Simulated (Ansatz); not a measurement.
# Ca4O: the cost of one run

Method: DFT PBE, scalar-relativistic, plane waves, PAW, in Ansatz 0.2.0.

19 further runs of the same task are left out: 2 that didn't finish, 17 set aside as unsound or not needed.

## 1. The system as given

It takes space group Pmm2 (No. 25, orthorhombic). Conventional cell: a = 7.813 Å, b = 7.813 Å, c = 20.609 Å, α = 90.00°, β = 90.00°, γ = 90.00°. Ca (site symmetry mm2) is surrounded by 2 O at 3.51 Å and 8 Ca at 3.80 to 3.91 Å. Ca (site symmetry mm2) has 8 Ca at 3.80 to 3.91 Å as nearest neighbours. Around Ca (site symmetry 1) lie 1 O at 2.39 Å. O (site symmetry m) is surrounded by 1 O at 1.66 Å and 2 Ca at 2.39 Å.

As a file:

```cif
data_structure
_symmetry_space_group_name_H-M 'P 1'
_symmetry_Int_Tables_number 1
_cell_length_a 7.8132
_cell_length_b 7.8132
_cell_length_c 20.6094
_cell_angle_alpha 90.000
_cell_angle_beta 90.000
_cell_angle_gamma 90.000
_cell_volume 1258.13
loop_
_atom_site_label
_atom_site_type_symbol
_atom_site_fract_x
_atom_site_fract_y
_atom_site_fract_z
_atom_site_occupancy
Ca1 Ca 0.25000 0.25000 0.19409 1
Ca2 Ca 0.25000 0.75000 0.19409 1
Ca3 Ca 0.75000 0.25000 0.19409 1
Ca4 Ca 0.75000 0.75000 0.19409 1
Ca5 Ca 0.00000 0.00000 0.32070 1
Ca6 Ca 0.00000 0.50000 0.32070 1
Ca7 Ca 0.50000 0.00000 0.32070 1
Ca8 Ca 0.50000 0.50000 0.32070 1
O1 O 0.14371 0.25000 0.35952 1
O2 O 0.35629 0.25000 0.35952 1
```

This is the geometry of the first run shown, built on a cell relaxed beforehand with the same method.

## 2. What is varied

Atoms count from 1 in the order of the input.

O2 lies flat over one site of a rigid substrate while its bond length and height are varied.

The axes are (1) distance O9-O10: 8 values from 1.130 to 3.130 Å; (2) height of the O2 axis above the plane of Ca5: 8 values from 0.80 to 3.60 Å.

Nothing else is relaxed. Points are written as (first, second).

## 3. The run at (1.661 Å, 0.80 Å)

A dipole layer in the vacuum cancels the field that periodic copies would set up if the slab's two faces differ.

input.yaml reads:

```yaml
crystal:
  lattice:
    - [7.8132359333, 0.0, 0.0]
    - [0.0, 7.8132359333, 0.0]
    - [0.0, 0.0, 20.6093934949]
  atoms:
    - { symbol: Ca, position: [0.25, 0.25, 0.1940862549] }
    - { symbol: Ca, position: [0.25, 0.75, 0.1940862549] }
    - { symbol: Ca, position: [0.75, 0.25, 0.1940862549] }
    - { symbol: Ca, position: [0.75, 0.75, 0.1940862549] }
    - { symbol: Ca, position: [0.0, 0.0, 0.3206981077] }
    - { symbol: Ca, position: [0.0, 0.5, 0.3206981077] }
    - { symbol: Ca, position: [0.5, 0.0, 0.3206981077] }
    - { symbol: Ca, position: [0.5, 0.5, 0.3206981077] }
    - { symbol: O, position: [0.1437060128, 0.25, 0.3595153587], spin: 1.0 }
    - { symbol: O, position: [0.3562939872, 0.25, 0.3595153587], spin: 1.0 }
basis:
  ecutwfc: 420
kpoints:
  mp_grid: { grid: [4, 4, 1] }
hamiltonian:
  xc: pbe
scf:
  occupations: { method: gaussian, width: 0.1 }
output:
  forces: true
  eigenvalues: true
  populations: true
magnetization:
  spin_polarized: true
efield:
  axis: 3
  dipole_correction: true
  ramp_width: 0.04
```

The run is started by

```console
$ ansatz run input.yaml --threads 4 --pin off --max-ram 12288MiB --backend cpu --events-out ev --progress --plain --runs-dir out
```

Q: Estimate wall time and peak memory on 4 threads of Arm Neoverse V2, shared host.

About 58 s, with a peak of 2.3 GiB.
